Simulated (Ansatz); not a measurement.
What does this script print? It uses Ansatz 0.2.0, Python API.

The script, `opt_ch6osesn.py`:
```python
# -*- coding: utf-8 -*-
"""Relax the CH6OSeSn molecule."""

import itertools
import warnings

import ansatz
from ase import Atoms
from ase.data import atomic_numbers, covalent_radii
import numpy as np
import pandas as pd

warnings.simplefilter("ignore", ansatz.DeckWarning)

atoms = Atoms(["C", "O", "Sn", "Se", "H", "H", "H", "H", "H", "H"], positions=[
    (-0.9279, 1.1386, -0.0757),
    (-1.3814, -0.1617, -0.0723),
    (0.1744, -1.2466, 0.4379),
    (1.9699, -1.2673, -1.4644),
    (-0.6307, 1.4988, 0.9018),
    (-0.1793, 1.3639, -0.8456),
    (-1.8196, 1.814, -0.3637),
    (-0.2663, -2.8686, 0.7929),
    (0.9563, -0.5395, 1.9193),
    (2.1876, 0.2173, -1.2273),
])
system = ansatz.Crystal.molecule_from_ase(atoms)

job = (
    system.calculation()
    .basis(gaussian="def2-SVP")
    .functional("pbe")
)
symbols = [site.symbol for site in system.cartesian_sites]
start = np.array([site.position_ang for site in system.cartesian_sites], dtype=float)
def progress(event):
    if event["event"] == "relax_step":
        row = event["data"]
        print(f"step {row['step']:3d}  E = {row['lagrangian_ev']:.6f} eV  largest force component {row['allowed_force_max_ev_ang']:.4f} eV/A")


rep = job.relax(force_tolerance=0.005, max_steps=100).session().plan().execute(on_event=progress).report
end = np.array(rep["positions_ang"])

print(f"E = {rep['free_energy_ev']:.6f} eV = {rep['free_energy_ev'] / 27.211386246:.7f} Ha")
print("converged:", rep["converged"], " doubts:", rep["published_state_doubts"] or "none")

# pairs closer than 1.2 times the sum of covalent radii, before or after
radius = [covalent_radii[atomic_numbers[s]] for s in symbols]
span = lambda where, i, j: np.linalg.norm(where[i] - where[j])
bonded = [(i, j) for i, j in itertools.combinations(range(len(symbols)), 2) if min(span(start, i, j), span(end, i, j)) < 1.2 * (radius[i] + radius[j])]
print("pair        before    after (A)")
for i, j in bonded:
    print(f"{symbols[i]}{i}-{symbols[j]}{j}".ljust(10), f"{span(start, i, j):8.4f} {span(end, i, j):8.4f}")

charges = rep["charge_distribution"]
table = pd.DataFrame({"atom": symbols, "mulliken": charges["mulliken_charges_e"], "lowdin": charges["lowdin_charges_e"]})
print(table.round(3).to_string())
print("dipole (e A):", np.round(charges["dipole_moment_e_ang"], 4) + 0.0)
```

```console
$ python opt_ch6osesn.py
step   1  E = -74338.551644 eV  largest force component 2.4244 eV/A
step   2  E = -74338.817208 eV  largest force component 0.6609 eV/A
step   3  E = -74338.901768 eV  largest force component 0.2562 eV/A
step   4  E = -74338.918376 eV  largest force component 0.1091 eV/A
step   5  E = -74338.928559 eV  largest force component 0.1302 eV/A
step   6  E = -74338.932952 eV  largest force component 0.0757 eV/A
step   7  E = -74338.935578 eV  largest force component 0.1417 eV/A
step   8  E = -74338.940680 eV  largest force component 0.0305 eV/A
step   9  E = -74338.920606 eV  largest force component 0.6523 eV/A
step  10  E = -74338.942515 eV  largest force component 0.0266 eV/A
step  11  E = -74338.940291 eV  largest force component 0.2167 eV/A
step  12  E = -74338.943558 eV  largest force component 0.0124 eV/A
step  13  E = -74338.943740 eV  largest force component 0.0458 eV/A
step  14  E = -74338.943402 eV  largest force component 0.0700 eV/A
step  15  E = -74338.944171 eV  largest force component 0.0031 eV/A
step  16  E = -74338.944189 eV  largest force component 0.0072 eV/A
step  17  E = -74338.944198 eV  largest force component 0.0058 eV/A
step  18  E = -74338.944204 eV  largest force component 0.0025 eV/A
E = -74338.944243 eV = -2731.9058122 Ha
converged: True  doubts: none
pair        before    after (A)
C0-O1        1.3771   1.4108
C0-H4        1.0833   1.1190
C0-H5        1.0972   1.1174
C0-H6        1.1551   1.1125
O1-Sn2       1.9641   2.0179
Sn2-Se3      2.6159   2.5709
Sn2-H7       1.7179   1.7199
Sn2-H8       1.8182   1.7347
Se3-H9       1.5191   1.4861
  atom  mulliken  lowdin
0    C     0.123   0.044
1    O    -0.481  -0.085
2   Sn     0.551   0.176
3   Se    -0.211   0.047
4    H     0.014  -0.021
5    H     0.021  -0.022
6    H     0.032  -0.016
7    H    -0.042  -0.057
8    H    -0.070  -0.069
9    H     0.064   0.003
dipole (e A): [0.233  0.0905 0.2071]
```

Notes:
- Total energies depend on the basis set; only differences at equal settings carry meaning.
- The end point is the stationary point reached from this start; no frequency run checks that it is a minimum, and the basis set is modest.
- def2 sets replace the cores of elements past krypton by effective core potentials.
- The Löwdin charges here are taken after orthogonalising the functions within each atom; they differ from plain Löwdin charges, and their signs can be unphysical.
- Finished in 82 s on 1 thread of Intel(R) Xeon(R) Platinum 8259CL CPU @ 2.50GHz (Skylake/Cascade Lake) (shared host), peak memory 0.28 GiB.

(A comment or docstring line of the script was reworded after the run, the code is as it ran; lines on the test bed's own set-up are left out of the output.)
